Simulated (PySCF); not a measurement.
# C5H4O4: the cost of one run

Programs: PySCF 2.14.0, with routines of our own; each step states its level. All values are computed. Atoms count from 0.

### 1 The starting structure

13 atoms, charge 0, multiplicity 1; geometry from: GFN2-xTB.

### 2 Magnetic properties: GIAO HF/pcSseg-1

The job: settings as JSON, then the geometry in Å.

```
{"job": {"kind": "mag", "xc": "HF", "basis": "pcSseg-1", "isotopologues": 0}, "charge": 0, "multiplicity": 1}
O      2.735438    -0.110408    -0.849768
C      2.374858     0.389995     0.170694
O      1.126034     0.486431     0.607178
C      0.108502    -0.103921    -0.196497
C     -1.029490     0.813446    -0.519216
C     -2.145049     0.246893    -0.077782
O     -1.943253    -0.958044     0.548088
C     -0.618892    -1.235189     0.563534
O     -0.143387    -2.198276     1.074199
H      3.034658     0.866549     0.911609
H      0.588691    -0.516804    -1.100078
H     -0.923967     1.751985    -1.022104
H     -3.168530     0.567828    -0.127586
```

With the program's defaults for keys left out, this is: GIAO HF/pcSseg-1 magnetisability, rotational g tensor and spin-rotation constants, non-relativistic, gas phase.

Started as:

```bash
$ OMP_NUM_THREADS=1 python excited_run.py task.json out
```

One launch serves the whole session: the jobs run in the order shown.

Q: Estimate the wall time and peak memory of this first job on 1 thread of Arm Neoverse V1, shared host.

About 13 s, with a peak of 0.81 GiB.
